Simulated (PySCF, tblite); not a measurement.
**C7H11O radical: geometry, infrared bands and EPR parameters**

What infrared bands and EPR parameters should C7H11O radical (`CO[C@@H]1C[C]2CC[C@@H]21`) show?

Programs: tblite 0.8.0 and PySCF 2.14.0, with density-fitted response routines of our own. Each step states its level of theory. These are calculated values for one molecule in the gas phase, unless marked as measured. Atoms are numbered from 0 throughout.

## Step 1: The molecule as given

19 atoms, charge 0, multiplicity 2; geometry from: force field or distance geometry start.

Bonds of the start (Å): C0–O1 1.39, O1–C2 1.40, C2–C3 1.49, C3–C4 1.53, C4–C5 1.49, C5–C6 1.52, C6–C7 1.49, C7–C2 1.49, C7–C4 1.52, C0–H8 1.13, C0–H9 1.11, C0–H10 1.11, C2–H11 1.12, C3–H12 1.12, C3–H13 1.10, C5–H14 1.13, C5–H15 1.09, C6–H16 1.09, C6–H17 1.10, C7–H18 1.09.

## Step 2: Geometry optimisation with GFN2-xTB

Job settings and geometry (Å):

```
{"job": {"kind": "relax", "xc": "GFN2-xTB", "basis": "xTB"}, "charge": 0, "multiplicity": 2}
C     -2.789300    -0.036600    -0.627400
O     -1.481400    -0.058200    -1.097600
C     -0.694900     0.269200     0.010200
C      0.336500     1.329000    -0.130100
C      1.153600     0.529600     0.886100
C      2.372200    -0.162400     0.382400
C      1.478700    -0.916500    -0.581900
C      0.383500    -0.681600     0.397000
H     -2.844300    -0.799000     0.204100
H     -3.068500     0.927100    -0.154300
H     -3.542000    -0.347300    -1.386300
H     -1.363500     0.451400     0.884400
H     -0.020800     2.301400     0.284300
H      0.826500     1.485100    -1.100600
H      2.697800    -0.893100     1.178300
H      3.181700     0.427500    -0.042000
H      1.412700    -0.435600    -1.561200
H      1.793400    -1.965400    -0.706000
H      0.158100    -1.415400     1.168300
```

Started as:

```bash
$ OMP_NUM_THREADS=1 python probes_run.py task.json out
```

This one command runs all jobs of the session in turn.

What it wrote:

```text
step      E/eV     max force
  0    -666.39429    3.343
  1    -666.75313    1.303
  2    -666.89070    0.854
  3    -667.02860    0.659
  4    -667.09500    0.574
  5    -667.15812    0.584
  6    -667.19451    0.436
  7    -667.23115    0.476
  8    -667.26084    0.380
  9    -667.28740    0.363
 10    -667.30784    0.348
 11    -667.32664    0.320
 12    -667.34744    0.298
 13    -667.36761    0.320
 14    -667.38490    0.373
 15    -667.40044    0.337
 16    -667.41444    0.312
 17    -667.42704    0.284
 18    -667.43835    0.251
 19    -667.44928    0.261
 20    -667.46192    0.263
 21    -667.47737    0.276
 22    -667.49411    0.332
 23    -667.51022    0.277
 24    -667.52409    0.278
 25    -667.53666    0.277
 26    -667.55075    0.289
 27    -667.56517    0.338
 28    -667.57891    0.360
 29    -667.59274    0.305
 30    -667.60555    0.236
 31    -667.61465    0.346
 32    -667.62549    0.235
 33    -667.63489    0.252
 34    -667.64631    0.255
 35    -667.65766    0.297
 36    -667.67154    0.235
 37    -667.68066    0.202
 38    -667.68573    0.184
 39    -667.68991    0.201
 40    -667.69301    0.147
 41    -667.69563    0.092
 42    -667.69711    0.087
 43    -667.69936    0.104
 44    -667.70131    0.094
 45    -667.70272    0.068
 46    -667.70350    0.072
 47    -667.70406    0.069
 48    -667.70470    0.054
 49    -667.70536    0.050
 50    -667.70600    0.053
 51    -667.70660    0.060
 52    -667.70715    0.055
 53    -667.70761    0.042
 54    -667.70801    0.041
 55    -667.70841    0.049
 56    -667.70880    0.054
 57    -667.70916    0.046
 58    -667.70949    0.046
 59    -667.70988    0.050
 60    -667.71042    0.053
 61    -667.71114    0.067
 62    -667.71192    0.072
 63    -667.71270    0.066
 64    -667.71363    0.086
 65    -667.71518    0.122
 66    -667.71793    0.151
 67    -667.72181    0.181
 68    -667.72691    0.198
 69    -667.73063    0.440
 70    -667.73321    0.272
 71    -667.74057    0.151
 72    -667.74588    0.220
 73    -667.75230    0.257
 74    -667.75654    0.153
 75    -667.75929    0.184
 76    -667.76085    0.113
 77    -667.76210    0.066
 78    -667.76385    0.114
 79    -667.76471    0.104
 80    -667.76576    0.068
 81    -667.76674    0.068
 82    -667.76776    0.059
 83    -667.76837    0.062
 84    -667.76902    0.065
 85    -667.76978    0.062
 86    -667.77057    0.069
 87    -667.77116    0.062
 88    -667.77158    0.043
 89    -667.77195    0.045
 90    -667.77235    0.040
 91    -667.77270    0.039
 92    -667.77290    0.037
 93    -667.77309    0.034
 94    -667.77334    0.033
 95    -667.77363    0.034
 96    -667.77387    0.037
 97    -667.77404    0.040
 98    -667.77420    0.040
 99    -667.77442    0.043
100    -667.77476    0.061
101    -667.77517    0.061
102    -667.77555    0.044
103    -667.77581    0.032
104    -667.77601    0.029
105    -667.77619    0.033
106    -667.77634    0.021
107    -667.77644    0.022
108    -667.77652    0.020
109    -667.77660    0.019
110    -667.77665    0.017
111    -667.77670    0.016
112    -667.77675    0.017
113    -667.77680    0.015
114    -667.77687    0.019
115    -667.77694    0.022
116    -667.77701    0.021
117    -667.77710    0.020
118    -667.77721    0.023
119    -667.77734    0.024
120    -667.77746    0.023
121    -667.77756    0.022
122    -667.77762    0.020
123    -667.77766    0.015
124    -667.77768    0.009
```

Run time: 0.69 s. Hardware: 1 thread of Arm Neoverse V2, shared host.

The steps of the relaxation: (not every step is listed)

| step | energy from step 0 (eV) | largest force (eV/Å) |
| --- | --- | --- |
| 0 | 0.0000 | 3.3434 |
| 1 | -0.3588 | 1.3025 |
| 2 | -0.4964 | 0.8536 |
| 3 | -0.6343 | 0.6589 |
| 4 | -0.7007 | 0.5743 |
| 5 | -0.7638 | 0.5840 |
| 6 | -0.8002 | 0.4361 |
| 7 | -0.8369 | 0.4756 |
| 8 | -0.8666 | 0.3796 |
| 19 | -1.0550 | 0.2609 |
| 30 | -1.2113 | 0.2360 |
| 41 | -1.3013 | 0.0925 |
| 52 | -1.3129 | 0.0546 |
| 63 | -1.3184 | 0.0659 |
| 74 | -1.3623 | 0.1531 |
| 85 | -1.3755 | 0.0617 |
| 96 | -1.3796 | 0.0371 |
| 107 | -1.3822 | 0.0224 |
| 118 | -1.3829 | 0.0230 |
| 119 | -1.3831 | 0.0245 |
| 120 | -1.3832 | 0.0231 |
| 121 | -1.3833 | 0.0221 |
| 122 | -1.3833 | 0.0205 |
| 123 | -1.3834 | 0.0153 |
| 124 | -1.3834 | 0.0086 |

Close pairs (by a distance rule), those that changed most:

| bond | before (Å) | after (Å) | change (Å) |
| --- | --- | --- | --- |
| C2–C7 | 1.489 | 1.554 | +0.065 |
| C2–C3 | 1.485 | 1.545 | +0.060 |
| C6–C7 | 1.488 | 1.539 | +0.052 |
| C5–H14 | 1.128 | 1.089 | -0.039 |
| C0–H8 | 1.129 | 1.096 | -0.033 |
| C5–C6 | 1.516 | 1.547 | +0.031 |
| C3–H12 | 1.116 | 1.088 | -0.027 |
| C0–H10 | 1.113 | 1.088 | -0.025 |

The next job starts from the end point, and lists it.

## Step 3: Harmonic vibrations with GFN2-xTB

Job settings and geometry (Å):

```
{"job": {"kind": "ir", "xc": "GFN2-xTB", "basis": "xTB"}, "charge": 0, "multiplicity": 2}
C     -2.354792    -0.329847    -0.964052
O     -1.282396     0.577527    -0.907439
C     -0.694958     0.660600     0.361032
C      0.492501     1.648404     0.407339
C      1.375074     0.503842     0.846466
C      2.215081    -0.239108    -0.159605
C      1.007246    -1.182079    -0.372293
C      0.238201    -0.509371     0.779083
H     -2.035486    -1.348973    -0.717316
H     -3.155968    -0.035485    -0.274138
H     -2.728645    -0.303950    -1.985834
H     -1.460077     0.864656     1.124414
H      0.366150     2.445935     1.137042
H      0.741470     2.082288    -0.561065
H      3.070364    -0.752013     0.279015
H      2.551019     0.337748    -1.021519
H      0.524038    -1.026902    -1.334728
H      1.216321    -2.239307    -0.222758
H     -0.094946    -1.144714     1.594059
```

What it wrote:

```text
mode    cm-1     km/mol
  1      85.6      1.08
  2     108.3      3.60
  3     176.7      0.15
  4     244.5      6.45
  5     253.1      2.08
  6     337.6      3.97
  7     416.9      0.41
  8     541.1      7.14
  9     608.6      1.18
 10     725.3      1.12
 11     780.1      6.72
 12     811.2      9.68
 13     886.0      3.57
 14     937.5      7.16
 15     955.7     11.66
 16     976.7      3.99
 17     996.0      2.02
 18    1034.9      3.40
 19    1051.2     13.16
 20    1071.0     11.99
 21    1077.1     27.58
 22    1115.3     28.56
 23    1134.1     24.31
 24    1137.8     12.65
 25    1143.3      4.25
 26    1163.2      7.27
 27    1183.3      8.08
 28    1195.5     28.50
 29    1212.1      1.42
 30    1220.6      3.23
 31    1236.6      3.28
 32    1255.1      5.21
 33    1272.4     21.29
 34    1311.4     33.64
 35    1405.3      0.18
 36    1440.9      1.83
 37    1441.1      1.61
 38    1463.9      1.25
 39    1469.5      4.93
 40    1492.0      2.92
 41    2846.3     83.17
 42    2898.2     56.81
 43    2925.6     44.42
 44    2970.4     22.27
 45    2980.3     32.40
 46    2990.4     36.22
 47    2997.5     14.34
 48    2998.6     54.47
 49    3006.9     59.76
 50    3013.0     56.24
 51    3025.5     19.15
```

Run time: 0.53 s. Hardware: 1 thread of Arm Neoverse V2, shared host.

Which atoms move in the most intense modes:

| cm⁻¹ | km/mol | atoms |
| --- | --- | --- |
| 1311 | 33.6 | H11 68 %, C2 17 % |
| 2846 | 83.2 | H11 93 % |
| 2898 | 56.8 | H9 73 %, H8 19 % |
| 2926 | 44.4 | H8 75 %, H9 20 % |
| 2990 | 36.2 | H14 61 %, H15 28 % |
| 2999 | 54.5 | H17 38 %, H18 27 %, H12 17 % |
| 3007 | 59.8 | H18 43 %, H17 27 %, H16 23 % |
| 3013 | 56.2 | H16 68 %, H18 15 % |

## Step 4: EPR parameters: B3LYP/pcH-1

Same as in step 3 but for these lines:

```diff
@@ -1,2 +1,2 @@
-{"job": {"kind": "ir", "xc": "GFN2-xTB", "basis": "xTB"}, "charge": 0, "multiplicity": 2}
+{"job": {"kind": "epr", "basis": "pcH-1"}, "charge": 0, "multiplicity": 2}
 C     -2.354792    -0.329847    -0.964052
```

Level: UKS B3LYP, pcH-1 on C H O, non-relativistic, mean-field spin-orbit, GIAO.

What it wrote:

```text
UKS, coarse grid
  cycle   1  E = -348.38056906  |g| = 4.65e-01
  cycle   2  E = -348.28767641  |g| = 6.93e-01
  cycle   3  E = -348.46793860  |g| = 8.01e-02
  cycle   4  E = -348.46981408  |g| = 4.00e-02
  cycle   5  E = -348.47052740  |g| = 8.50e-03
  cycle   6  E = -348.47056397  |g| = 2.84e-03
  cycle   7  E = -348.47056894  |g| = 1.15e-03
  cycle   8  E = -348.47056949  |g| = 4.04e-04
UKS, final grid
  cycle   1  E = -348.47045828  |g| = 4.09e-04
  cycle   2  E = -348.47045824  |g| = 5.17e-04
  cycle   3  E = -348.47045837  |g| = 5.18e-05
  cycle   4  E = -348.47045837  |g| = 2.86e-05
E = -348.47045837 Eh   <S^2> = 0.7530 (exact 0.7500)
g shifts (ppm)      1          2          3
  rmc          -159       -159       -159
  gc             15         13         26
  oz_so         -66        642        963
  total        -210        496        830
hyperfine (MHz)  atom isotope    a_iso     a_fc   dipolar eigenvalues
    0   13C       1.80       1.80     -0.43     -0.27      0.70
    1   17O     -10.11     -10.11     -2.41      1.08      1.33
    2   13C      52.53      52.53     -3.21     -2.27      5.49
    3   13C      -9.43      -9.43     -4.76     -1.87      6.63
    4   13C     254.12     254.12    -73.57    -72.15    145.72
    5   13C     -11.75     -11.75     -5.72     -2.74      8.45
    6   13C      52.20      52.20     -4.60     -3.45      8.05
    7   13C     -12.04     -12.04     -7.66     -4.86     12.52
    8    1H      -0.19      -0.19     -1.13     -0.94      2.07
    9    1H      -0.21      -0.21     -0.82     -0.69      1.52
   10    1H       0.44       0.44     -0.64     -0.60      1.23
   11    1H      11.35      11.35     -2.89     -1.91      4.80
   12    1H      62.53      62.53     -5.74     -5.03     10.77
   13    1H      23.30      23.30     -4.97     -2.69      7.66
   14    1H      66.01      66.01     -5.93     -5.23     11.15
   15    1H      15.05      15.05     -5.16     -2.67      7.83
   16    1H       9.20       9.20     -3.54     -1.81      5.35
   17    1H      13.75      13.75     -3.39     -1.63      5.02
   18    1H      34.10      34.10     -5.23     -4.92     10.15
```

Wall time 1.7 min (1 thread of Arm Neoverse V2, shared host); peak memory 0.97 GiB.

Principal g values 2.00211, 2.00282, 2.00315; g(iso) = 2.00269, against 2.00232 for a free electron.

Mean a(iso) over the nuclei that a row names, and the largest dipolar term of the row (other rows stand at the frozen geometry):

| nuclei | isotope | a(iso) (MHz) | a(iso) (G, at g = 2.0023) | largest dipolar term (MHz) |
| --- | --- | --- | --- | --- |
| C4 | 13C | 254.1 | 90.7 | 145.7 |
| H14 | 1H | 66.0 | 23.6 | 11.2 |
| H12 | 1H | 62.5 | 22.3 | 10.8 |
| C2 | 13C | 52.5 | 18.7 | 5.5 |
| C6 | 13C | 52.2 | 18.6 | 8.0 |
| H18 | 1H | 34.1 | 12.2 | 10.1 |
| H13 | 1H | 23.3 | 8.3 | 7.7 |
| H15 | 1H | 15.0 | 5.4 | 7.8 |
| H17 | 1H | 13.7 | 4.9 | 5.0 |
| C7 | 13C | -12.0 | -4.3 | 12.5 |
| C5 | 13C | -11.8 | -4.2 | 8.5 |
| H11 | 1H | 11.3 | 4.0 | 4.8 |
| O1 | 17O | -10.1 | -3.6 | -2.4 |
| C3 | 13C | -9.4 | -3.4 | 6.6 |

Mulliken spin populations:

C0 0.00; O1 0.00; C2 0.03; C3 -0.04; C4 0.91; C5 -0.03; C6 0.04; C7 -0.02; H8 0.00; H9 0.00; H10 0.00; H11 0.01; H12 0.02; H13 0.01; H14 0.02; H15 0.01; H16 0.01; H17 0.01; H18 0.02

In first order the couplings over 0.8 MHz of 1H give 256 distinct lines over 84.0 G, if the averaged nuclei exchange fast; the same motion can average rows kept apart here too.

Orbitals, density, ELF and potential are computed afterwards from the orbital file.

ELF in a plane through or near 8 of the atoms.

Values, 10 rows by 14 columns:
```
0.00 0.00 0.00 0.00 0.00 0.00 0.00 0.00 0.00 0.00 0.00 0.00 0.00 0.00
0.00 0.00 0.00 0.00 0.00 0.05 0.39 0.07 0.00 0.00 0.00 0.00 0.00 0.00
0.00 0.00 0.00 0.00 0.01 0.72 1.00 0.78 0.01 0.00 0.00 0.00 0.00 0.00
0.00 0.00 0.00 0.05 0.18 0.48 0.32 0.61 0.23 0.02 0.00 0.01 0.00 0.00
0.00 0.00 0.01 0.10 0.68 0.29 0.36 0.31 0.58 0.12 0.71 0.97 0.25 0.00
0.00 0.01 0.82 0.95 0.44 0.47 0.44 0.38 0.15 0.46 0.92 0.92 0.17 0.00
0.00 0.01 0.91 0.97 0.39 0.62 0.25 0.27 0.14 1.00 0.79 0.05 0.00 0.00
0.00 0.00 0.00 0.00 0.07 0.98 0.88 0.06 0.00 0.68 0.20 0.00 0.00 0.00
0.00 0.00 0.00 0.00 0.01 0.30 0.18 0.01 0.00 0.00 0.00 0.00 0.00 0.00
0.00 0.00 0.00 0.00 0.00 0.00 0.00 0.00 0.00 0.00 0.00 0.00 0.00 0.00
```
The map spans 11.5 Å across and 10.6 Å up, centred on the molecule. Atoms in the plane (x, y in Å): C2 (0.6, 0.8), C4 (-1.5, 0.7), C6 (-0.9, -1.3), H8 (2.1, -1.3), H9 (3.1, 0.1), H12 (-0.6, 2.7), H14 (-3.1, -0.8), H17 (-1.2, -2.2).

On the surface of density 0.002 e/bohr³ the electrostatic potential runs, from the 1st to the 99th percentile, from -1.31 V near O1 to 0.72 V near H10.

The spin density lies nearest to C4 74 %.

## Step 5: Results

```
                                                                  quantity                 value
                                 strongest single infrared mode (GFN2-xTB)  2846 cm⁻¹, 83 km/mol
                                              zero-point energy (GFN2-xTB)        101.5 kcal/mol
                                                            g(iso) (B3LYP)               2.00269
                                                                      ⟨S²⟩    0.753 (exact 0.75)
                                        largest a(iso) (averaged by class)  13C on C4, 254.1 MHz
potential on the surface of density 0.002 e/bohr³, 1st and 99th percentile    -1.31 V and 0.72 V
```

**Reading.** The optimisation took 124 steps and gained 1.383 eV; among the close pairs (by a distance rule), C2–C7 changed most, from 1.489 to 1.554 Å. No mode is imaginary among the 51: a minimum at this level. The strongest single mode, at 2846 cm⁻¹, moves mainly H11. GFN2-xTB is a fitted tight-binding method: band positions and strengths are rough. Its intensities can rank the bands wrongly. C4 carries the largest spin population, 0.91 e. The isotropic g lies 0.4 ppt above the free-electron value. These values are for one conformer; the search (at its own cheap level) found 1 more, at 0.37 kcal/mol, and measured spectra average over such forms.
